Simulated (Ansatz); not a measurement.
# CaSi: further runs on the relaxed cell

This session takes CaSi and sets out to compute bands, density of states and charges.

Computed with Ansatz 0.2.0 (DFT PBEsol, scalar-relativistic, plane waves, PAW, unless a step's input says otherwise).

1 further run of the same task is left out (set aside as unsound or not needed).

## 1. Starting point

The structure is orthorhombic, space group Cmcm (No. 63). The conventional cell has a = 4.473 Å, b = 10.660 Å, c = 3.862 Å, α = 90.00°, β = 90.00°, γ = 90.00°. Around Ca (site symmetry m2m) lie 7 Si at 3.05 to 3.16 Å. Si (site symmetry m2m) has 2 Si at 2.43 Å and 7 Ca at 3.05 to 3.16 Å as nearest neighbours.

Coordinates:

```
CELL_PARAMETERS angstrom
2.23668 -5.32993 0.00000
2.23668 5.32993 0.00000
0.00000 0.00000 3.86164
ATOMIC_POSITIONS crystal
Ca 0.63953 0.36047 0.25000
Ca 0.36047 0.63953 0.75000
Si 0.93078 0.06922 0.25000
Si 0.06922 0.93078 0.75000
```

This cell was relaxed beforehand with the same method: volume 23.02 Å³/atom, gap on the mesh none (metal).

## 2. Static run: bands, density of states and charges

Contents of input.yaml:

```yaml
crystal:
  lattice:
    - [2.2366784915, -5.3299251259, 0.0]
    - [2.2366784915, 5.3299251259, 0.0]
    - [0.0, 0.0, 3.8616350897]
  atoms:
    - { symbol: Ca, position: [0.6395288169, 0.3604711831, 0.25] }
    - { symbol: Ca, position: [0.3604711831, 0.6395288169, 0.75] }
    - { symbol: Si, position: [0.9307758872, 0.0692241128, 0.25] }
    - { symbol: Si, position: [0.0692241128, 0.9307758872, 0.75] }
basis:
  ecutwfc: 420
kpoints:
  mp_grid: { grid: [10, 10, 12] }
  band_path:
    path:
      - [[0.0, 0.0, 0.0], [-0.5, 0.5, 0.0], [-0.29402556, 0.70597444, 0.0]]
      - [[0.29402556, 0.29402556, 0.0], [0.0, 0.0, 0.0], [0.0, 0.0, 0.5], [0.29402556, 0.29402556, 0.5]]
      - [[-0.29402556, 0.70597444, 0.5], [-0.5, 0.5, 0.5], [-0.5, 0.5, 0.0]]
      - [[0.0, 0.0, 0.0], [0.0, 0.5, 0.0], [0.0, 0.5, 0.5], [0.0, 0.0, 0.5], [-0.5, 0.5, 0.5]]
    npoints: 14
hamiltonian:
  xc: pbesol
scf:
  occupations: { method: gaussian, width: 0.1 }
  n_extra_bands: 10
output:
  forces: true
  stress: true
  eigenvalues: true
  populations: true
  dos: { projected: true, de: 0.02, nscf_kmesh: { grid: [15, 15, 18] } }
  bader: true
```

On the command line:

```sh
ansatz run input.yaml --threads 2 --pin off --max-ram 5120MiB --backend cpu --events-out ev --progress --plain --runs-dir out
```

**Question.** What will these runs give? Wanted: gap; states at the Fermi level; Bader charges.

The runs gave:

| quantity | value |
| --- | --- |
| gap | none (metal) |
| states at the Fermi level | 1.79 per eV per cell |
| Bader charges | Ca +1.24, Si -1.24 e |

There is no gap at this level. Charge transfer between the atoms is strong (Bader charges up to 1.2 e).
